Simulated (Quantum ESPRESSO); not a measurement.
HfRu3:

```xyz
4
Lattice="3.9558 0.0000 0.0000 0.0000 3.9558 0.0000 0.0000 0.0000 3.9558" Properties=species:S:1:pos:R:3 pbc="T T T"
Hf    0.0000    0.0000    0.0000
Ru    0.0000    1.9779    1.9779
Ru    1.9779    0.0000    1.9779
Ru    1.9779    1.9779    0.0000
```

The cell comes from a database or a generator and needn't be the stable form of this composition.

```yaml
Program: Quantum ESPRESSO 7.5
Task: single point
Functional: PBE
Potentials_or_basis: SSSP 1.3 efficiency PBE
Cutoff: 816 eV
Density_cutoff: 3265 eV
k_mesh: 7 × 7 × 7
Occupations: fermi-dirac, width 0.05 eV
Spin: no spin polarisation
```

On this cell: pressure -1.3 GPa; largest force zero by symmetry; band gap on the k mesh none (metal or under the smearing width).

The same run follows on a disturbed copy (atoms moved at random, drawn with an rms of 0.05 Å):

```
Hf Ru
1.0
     3.95577    0.00000    0.00000
     0.00000    3.95577    0.00000
     0.00000    0.00000    3.95577
Hf Ru
1 3
Direct
  0.00698 0.99827 0.99402
  0.00255 0.49865 0.50829
  0.49645 0.01814 0.49778
  0.50579 0.49674 0.00568
```

What changes?

The energy (extrapolated to zero smearing) moves by +7.5 meV/atom; pressure -0.9 GPa; largest force 0.491 eV/Å; band gap on the k mesh none (metal or under the smearing width).

Forces on the atoms (eV/Å):
```
Hf  -0.224 -0.174  0.314
Ru  -0.073  0.239 -0.361
Ru   0.319 -0.372  0.029
Ru  -0.022  0.307  0.018
```

Stress tensor (GPa, compression positive):
```
-0.90 -0.04 -0.04
-0.04 -0.92 -0.17
-0.04 -0.17 -0.88
```
